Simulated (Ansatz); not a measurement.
# In3As: the cost of one run

Computed with Ansatz 0.2.0 (DFT PBE+D3(BJ), scalar-relativistic, plane waves, PAW, unless a step's input says otherwise).

## (1) The structure to begin with

The structure is cubic, space group Pm-3m (No. 221). The conventional cell has a = 4.602 Å, b = 4.602 Å, c = 4.602 Å, α = 90.00°, β = 90.00°, γ = 90.00°. In (site symmetry 4/mmm) has 8 In at 3.25 Å and 4 As at 3.25 Å as nearest neighbours. As (site symmetry m-3m) has 12 In at 3.25 Å as nearest neighbours.

As a file:

```cif
data_structure
_symmetry_space_group_name_H-M 'Pm-3m'
_symmetry_Int_Tables_number 221
_cell_length_a 4.6021
_cell_length_b 4.6021
_cell_length_c 4.6021
_cell_angle_alpha 90.000
_cell_angle_beta 90.000
_cell_angle_gamma 90.000
_cell_volume 97.47
loop_
_atom_site_label
_atom_site_type_symbol
_atom_site_symmetry_multiplicity
_atom_site_Wyckoff_symbol
_atom_site_fract_x
_atom_site_fract_y
_atom_site_fract_z
_atom_site_occupancy
In1 In 3 c 0.00000 0.50000 0.50000 1
As1 As 1 a 0.00000 0.00000 0.00000 1
```

It goes back to an entry of the Materials Project, which need not be the stable form.

This cell was relaxed beforehand with the same method: volume 24.37 Å³/atom, gap on the mesh none (metal).

## (2) Zero of the scan

input.yaml reads:

```yaml
crystal:
  lattice:
    - [4.6021353856, 0.0, 0.0]
    - [0.0, 4.6021353856, 0.0]
    - [0.0, 0.0, 4.6021353856]
  atoms:
    - { symbol: In, position: [0.0, 0.5, 0.5] }
    - { symbol: In, position: [0.5, 0.0, 0.5] }
    - { symbol: In, position: [0.5, 0.5, 0.0] }
    - { symbol: As, position: [0.0, 0.0, 0.0] }
basis:
  ecutwfc: 420
kpoints:
  mp_grid: { grid: [10, 10, 10] }
hamiltonian:
  xc: pbe
  dispersion: d3bj
scf:
  occupations: { method: gaussian, width: 0.15 }
output:
  forces: true
  stress: true
  eigenvalues: true
  write_density: true
  write_potential: true
  elf: true
  volumetric_format: npy
```

Command:

```bash
ansatz run input.yaml --threads 1 --pin off --max-ram 2560MiB --backend cpu --events-out ev --progress --plain --runs-dir out
```

Q: Estimate wall time and peak memory on 1 thread of Intel Xeon 6975P-C (Granite Rapids), shared host.

About 8.3 s, with a peak of 0.5 GiB.
